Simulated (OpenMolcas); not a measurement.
# Re⁵⁺ among point charges: CASSCF and CASPT2 levels and susceptibility

How does a field of 6 point charges split the states of Re⁵⁺, and what χT follows?

Program: OpenMolcas 26.06. Level of theory: state-averaged CASSCF and CASPT2, spin-orbit coupling by RASSI with atomic mean-field integrals. These are calculated values, not measurements, unless marked.

**1. What is computed**

```
Species                           : Re⁵⁺ (rhenium, Z = 75, 70 electrons)
Basis                             : ANO-RCC-VDZP [7s6p4d2f1g], 68 functions
Scalar Hamiltonian                : DKH2, point nucleus
Inactive shells                   : 1s 2s 2p 3s 3p 3d 4s 4p 4d 4f 5s 5p
Active space                      : 2 electrons in 5 orbitals (5d)
Some configurations of this space : 5d²
Orbitals                          : optimised for each spin and parity, averaged over all roots
```

Outer shells as boxes (Hund's rule):

5d2
```
5d [↑ ][↑ ][  ][  ][  ]
```

The ion sits among 6 point charges of -1.5 e arranged as an octahedron (Oh), 2.33 Å from the ion.

The work runs as a chain of OpenMolcas steps in one folder; each step below is one input file. Labels, J, g values, rates, χT and fits are worked out afterwards by a script from the matrices that RASSI stores. The input lists half of the charges; inversion (Group=XYZ) makes the rest.

**2. Basis and integrals**

File a.inp:

```
&GATEWAY
Coord
1

Re 0.0 0.0 0.0
Basis=ANO-RCC-VDZP
Group=XYZ
NoMove
AngMom=0.0 0.0 0.0
AMFI
XField
3 Angstrom 0
2.330000 0.000000 0.000000 -1.500000
0.000000 2.330000 0.000000 -1.500000
0.000000 0.000000 2.330000 -1.500000
&SEWARD
```

Command:

```bash
$ OMP_NUM_THREADS=1 MOLCAS_MEM=1689 MOLCAS_PROJECT=a pymolcas a.inp > a.log
```

**3. Reference wave functions, triplets of even parity, 10 roots**

File a.inp:

```
&RASSCF
FileOrb=start.orb
Symmetry=1
Spin=3
nActEl=2 0 0
Inactive=15 19
Ras2=5 0
CIRoot=10 10 1
SDav=10
CIMx=300
Iter=120 100
PrWF=0.3
OrbListing=Nothing
MaxOrb=0
>>> COPY $Project.JobIph JOB001
```

start.orb holds the contracted functions of the basis, ordered by shell, or the orbitals of the step before.

**4. CASSCF: singlets of even parity, 15 roots**

File a.inp:

```
&RASSCF
FileOrb=start.orb
Symmetry=1
Spin=1
nActEl=2 0 0
Inactive=15 19
Ras2=5 0
CIRoot=15 15 1
SDav=15
CIMx=300
Iter=120 100
PrWF=0.3
OrbListing=Nothing
MaxOrb=0
>>> COPY $Project.JobIph JOB002
```

**5. RASSI: spin-orbit coupling between the states**

File a.inp:

```
&RASSI
NrOfJobIphs=2 10 15
1 2 3 4 5 6 7 8 9 10
1 2 3 4 5 6 7 8 9 10 11 12 13 14 15
IphNames
JOB001
JOB002
EJob
SpinOrbit
DIPRint=1.0
SOCoupling=1000.0
Subsets=2
Property=9
'ANGMOM' 1 'ANGMOM' 2 'ANGMOM' 3 'MLTPL  1' 1 'MLTPL  1' 2 'MLTPL  1' 3
'AMFI' 1 'AMFI' 2 'AMFI' 3
SOProperty=3
'ANGMOM' 1 'ANGMOM' 2 'ANGMOM' 3
```

**6. CASPT2: IPEA 0.25, imaginary shift 0.1 (closed shells correlated: 5s 5p)**

File a.inp:

```
>>> COPY JOB001 $Project.JobIph
&CASPT2
Multistate=10 1 2 3 4 5 6 7 8 9 10
NoMult
Frozen=14 16
IPEA=0.25
Imaginary=0.1
MaxIter=60
WThr=0.0 0.3 0.05
PrWF=0.5
NoMix
>>> COPY JOB002 $Project.JobIph
&CASPT2
Multistate=15 1 2 3 4 5 6 7 8 9 10 11 12 13 14 15
NoMult
Frozen=14 16
IPEA=0.25
Imaginary=0.1
MaxIter=60
WThr=0.0 0.3 0.05
PrWF=0.5
NoMix
```

(Steps that only read results are left out.)

Q: Predict the outcome of this session. Wanted: spin-free ground state; first state of the same spin within the active space; lowest level; next level.

The runs gave:

| quantity | value |
| --- | --- |
| method | SS-CASPT2, IPEA 0.25, imaginary shift 0.1 (closed shells correlated: 5s 5p) |
| spin-free ground state | 3T1, 3-fold in its orbital part |
| first state of the same spin within the active space | 3T2 at 3440 cm⁻¹ |
| lowest level | 2-fold E, g = 0.00, 0.00, 0.00 |
| next level | 852.0 cm⁻¹ |
| χT at 300 K | 0.14 cm³ K/mol |
| effective moment at 300 K | 1.08 μB |

Cost by method:

| method | time of its own steps | time with the reference |
| --- | --- | --- |
| A. CASSCF | 6.4 s | 6.4 s |
| B. SS-CASPT2, IPEA 0.25, imaginary shift 0.1, +5s 5p | 3.2 s | 9.6 s |

Times are of one thread on a shared host.

What this shows: The spin-free ground state (3T1) comes to 99 % from free-ion F terms and keeps the highest spin of the shell. χT at 300 K is 0.14, against 1.00 cm³ K/mol for the spin alone, so spin-orbit coupling lowers it. A ligand-field fit to the states below 45000 cm-1 gives 10Dq = 4543 cm-1, B = 784 cm-1 and C = 3163 cm-1 (C/B = 4.03), with a deviation of 365 cm-1. CASPT2 does not keep the components of a term degenerate, and the means are used. The field of point charges can differ much from that of real complexes. This is an electrostatic model: the charges have no orbitals.
